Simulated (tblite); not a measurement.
# C5H6BBrF2: the cost of one run

Programs: tblite 0.8.0 and PySCF 2.14.0, with density-fitted response routines of our own. Each step states its level of theory. These are calculated values for one molecule in the gas phase, unless marked as measured. Atoms are numbered from 0 throughout.

## Step 1: The starting structure

15 atoms, charge 0, multiplicity 1; geometry from: force field or distance geometry start.

Bonds of the start (Å): C0–C1 1.35, C1–C2 1.48, C2–B3 1.55, B3–F4 1.46, B3–Br5 2.00, C2–C6 1.53, C6–C7 1.50, C7–F8 1.37, C7–C2 1.50, C0–H9 1.07, C0–H10 1.08, C1–H11 1.07, C6–H12 1.11, C6–H13 1.12, C7–H14 1.12.

## Step 2: Geometry optimisation with GFN2-xTB

Job settings and geometry (Å):

```
{"job": {"kind": "relax", "xc": "GFN2-xTB", "basis": "xTB"}, "charge": 0, "multiplicity": 1}
C      2.048700    -0.716800    -0.331900
C      0.996000    -0.045100    -0.853200
C     -0.235700    -0.003200    -0.033400
B     -0.725300    -1.361900     0.522100
F     -0.783900    -1.612000     1.955800
Br    -1.658300    -2.645800    -0.693400
C     -0.347200     1.273700     0.800100
C     -1.325700     0.997200    -0.308800
F     -1.319500     1.760800    -1.450600
H      2.964300    -0.771100    -0.891900
H      1.962100    -1.196700     0.637200
H      1.069100     0.429200    -1.811300
H     -0.664700     1.124300     1.857500
H      0.366700     2.107900     0.567900
H     -2.351100     0.667400     0.012100
```

The run is started by

```sh
OMP_NUM_THREADS=1 python probes_run.py task.json out
```

One launch serves the whole session: the jobs run in the order shown.

Q: Estimate the wall time and peak memory of this first job on 1 thread of Intel Xeon at 2.50GHz, shared host.

About 2.9 s, with a peak of 0.18 GiB.
